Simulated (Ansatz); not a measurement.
## BH₃Se₂, SMILES B[Se][SeH]: an active-space calculation

Computed with Ansatz's Python interface.

`cas_bh3se2.py`
```python
"""Static correlation in BH3Se2: natural occupations of an active space."""

import ansatz as az

system = (
    az.Crystal.molecule()
    .atom("B", (-0.457, 0.1704, -1.0263))
    .atom("Se", (-0.1601, -1.4633, 0.0173))
    .atom("Se", (0.1317, -0.1706, 1.9792))
    .atom("H", (-1.5306, 0.6481, -1.1329))
    .atom("H", (0.394, 0.7811, -1.5667))
    .atom("H", (1.6641, -0.0297, 1.6832))
)

calculation = (
    system.calculation()
    .basis(gaussian="def2-SVP")
    .correlation(active_electrons=4, active_orbitals=5)
)
for method in [None, "sc_nevpt2"]:
    rep = (calculation if method is None else calculation.correlation(method)).run(threads=1).report
    space = rep["configurations"]
    state = space["states"][0]
    print(method or "casscf", f"total {rep['free_energy_ev'] / 27.211386246:.6f} Ha, active-space state {state['energy']['hartree']:.6f} Ha, mean field {rep['reference_energy_ev'] / 27.211386246:.6f} Ha")
    print("  determinants", state["n_determinants"], " natural occupations", [round(n, 3) for n in space["natural_occupations"]])
print("effectively unpaired electrons, sum of min(n, 2 - n):", round(sum(min(n, 2 - n) for n in space["natural_occupations"]), 3))
```

`python cas_bh3se2.py` gives:
```text
casscf total -4825.530640 Ha, active-space state -4825.530640 Ha, mean field -4825.490105 Ha
  determinants 100  natural occupations [1.959, 1.957, 0.045, 0.033, 0.006]
sc_nevpt2 total -4826.046374 Ha, active-space state -4825.530612 Ha, mean field -4825.490105 Ha
  determinants 100  natural occupations [1.959, 1.957, 0.045, 0.033, 0.006]
effectively unpaired electrons, sum of min(n, 2 - n): 0.169
```

Total energies depend on the basis set; only differences at equal settings carry meaning. The geometry is a force-field or estimated start, not a minimum of this method, and the basis set is short of its limit. The active space starts as a window about the frontier orbitals and is then optimised, not chosen by chemistry. It ran for 35 s on 1 thread of Arm Neoverse V2, with other jobs on the host, peak memory 0.31 GiB.
